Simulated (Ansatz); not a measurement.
# C2H8SSi2: a ladder of functionals and wavefunction methods

The task here is to estimate one member of a computed series from the others.

The runs use Ansatz 0.2.0, Gaussian basis; functionals in def2-TZVPP, the program's frozen cores in correlated methods.

The runs, in order: PBE-D4, r2SCAN-D4, PBE0-D4, B3LYP-D4, ωB97X-V, ωB97M-V, B2PLYP; CCSD(T)/def2-TZVPP; MP2/def2-QZVPP; extrapolation to the limit.

**The relaxed structure**

All runs share one geometry, relaxed beforehand with PBE0-D4 in a triple-zeta def2 set.

SMILES `[SiH3][SiH2]CC=S`, 13 atoms, charge 0, spin multiplicity 1.

Atoms are counted from 1 here; the program's logs count them from 0.

Bond lengths: Si1–Si2 2.341 Å, Si1–H6 1.484 Å, Si1–H7 1.486 Å, Si1–H8 1.490 Å, Si2–C3 1.912 Å, Si2–H9 1.490 Å, Si2–H10 1.489 Å, C3–C4 1.468 Å, C3–H11 1.092 Å, C3–H12 1.094 Å, C4–S5 1.616 Å, C4–H13 1.093 Å. Angles: Si2–Si1–H6 112.0°, Si2–Si1–H7 110.1°, Si2–Si1–H8 107.6°, H6–Si1–H7 110.0°, H6–Si1–H8 108.6°, H7–Si1–H8 108.6°, Si1–Si2–C3 111.2°, Si1–Si2–H9 110.5°, Si1–Si2–H10 110.9°, C3–Si2–H9 107.3°, C3–Si2–H10 108.7°, H9–Si2–H10 108.1°, Si2–C3–C4 108.5°, Si2–C3–H11 106.3°, Si2–C3–H12 107.4°, C4–C3–H11 111.6°, C4–C3–H12 112.2°, H11–C3–H12 110.5° and more.

Set-up of the first run:

The input, in.yaml:

```yaml
crystal:
  periodic: [false, false, false]
  atoms:
    - {symbol: Si, position_ang: [-1.205049, -0.983574, 1.357412]}
    - {symbol: Si, position_ang: [0.906202, -0.405771, 0.528181]}
    - {symbol: C, position_ang: [0.787747, 0.259340, -1.260375]}
    - {symbol: C, position_ang: [0.016727, 1.509029, -1.243740]}
    - {symbol: S, position_ang: [-1.589797, 1.631621, -1.368486]}
    - {symbol: H, position_ang: [-2.032044, 0.212904, 1.652317]}
    - {symbol: H, position_ang: [-1.910620, -1.861573, 0.388003]}
    - {symbol: H, position_ang: [-0.998674, -1.741108, 2.623452]}
    - {symbol: H, position_ang: [1.800358, -1.597003, 0.499273]}
    - {symbol: H, position_ang: [1.545684, 0.633073, 1.382302]}
    - {symbol: H, position_ang: [0.284998, -0.515762, -1.843167]}
    - {symbol: H, position_ang: [1.808887, 0.409280, -1.622681]}
    - {symbol: H, position_ang: [0.606181, 2.414845, -1.077690]}
basis:
  gaussian: {orbitals: def2-TZVPP}
hamiltonian: {xc: pbe, dispersion: d4}
output: {forces: true, orbitals: {seedname: orbitals}}
```

Launch:

```sh
$ ansatz run in.yaml --threads 4 --pin off --events-out ev --progress --plain --max-ram 10444MiB
```

Among the steps run: PBE-D4 (GGA); r2SCAN-D4 (meta-GGA); PBE0-D4 (hybrid); B3LYP-D4 (hybrid); ωB97X-V (range-separated); ωB97M-V (range-separated); B2PLYP (double hybrid); CCSD(T) in def2-TZVPP; MP2 in def2-QZVPP.

One of the session's tables, all rows but one given; the rest of the session is left out.

It belongs to the step «Atomisation energies». 

```
            method  atomisation energy (kJ/mol)
            PBE-D4                       4429.3
         r2SCAN-D4                       4398.7
           PBE0-D4                       4383.0
          B3LYP-D4                       4385.1
           ωB97X-V                       4410.5
           ωB97M-V                       4395.4
            B2PLYP                       4322.8
     HF/def2-TZVPP                       3246.5
    MP2/def2-TZVPP                       4291.0
   CCSD/def2-TZVPP                       4209.6
CCSD(T)/def2-TZVPP                            ?
           MP2/CBS                       4403.5
       CCSD(T)/CBS                       4386.0
```

Estimate the missing values for CCSD(T)/def2-TZVPP.

The run gave: atomisation energy (kJ/mol): 4273.5. In the column «atomisation energy (kJ/mol)» it lies between CCSD/def2-TZVPP (4209.6) and MP2/def2-TZVPP (4291.0).

To keep in mind: Free atoms (2 Si, 2 C, 1 S, 8 H) were run apart at each level; the atomisation energy is their sum less the molecule, without zero-point or spin-orbit terms.
